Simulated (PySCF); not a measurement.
# F4H6P2Ti (cis-Ti(PH3)2F4): the cost of one run

Computed with PySCF 2.14.0, with density-fitted response routines of our own, on a single molecule in the gas phase. Atoms count from 0, in the outputs and in this text.

## (1) The starting structure

13 atoms, charge 0, multiplicity 1; geometry from: GFN2-xTB. The atoms were then displaced at random by about 0.03 Å, so the start is not that level's minimum.

Bonds of the start (Å): Ti0–P1 2.84, Ti0–F5 1.74, Ti0–P6 2.83, Ti0–F10 1.81, Ti0–F11 1.80, Ti0–F12 1.59, P1–H2 1.36, P1–H3 1.28, P1–H4 1.37, P6–H7 1.38, P6–H8 1.40, P6–H9 1.35.

## (2) Relaxing the molecule at PBE0-D3(BJ)/def2-SVP

What the job is given:

```
{"job": {"xc": "PBE0", "basis": "def2-SVP", "d3": "d3bj", "grid": 1, "maxiter": 40, "shake": 0.03, "kind": "geom"}, "charge": 0, "multiplicity": 1}
Ti    -0.873260    -0.053610    -0.928700
P     -1.020950    -0.014300     1.908330
H     -0.550450    -1.003500     2.709590
H     -2.199200    -0.168660     2.378720
H     -0.733680     0.989460     2.793650
F     -0.719190     0.020170    -2.655910
P      1.952870     0.010530    -0.963480
H      2.813580    -1.039670    -0.718080
H      2.825040     0.968500    -0.426090
H      2.363030     0.139230    -2.244680
F     -2.673440     0.019230    -0.737270
F     -0.520410     1.665780    -0.534330
F     -0.633280    -1.585260    -0.559560
```

On the command line:

```console
$ OMP_NUM_THREADS=1 python probes_run.py task.json out
```

One launch serves the whole session: the jobs run in the order shown.

**Question.** How long does this first job take on 1 thread of Intel Xeon at 2.50GHz, shared host, and how much memory does it need?

About 18 min, with a peak of 0.64 GiB.
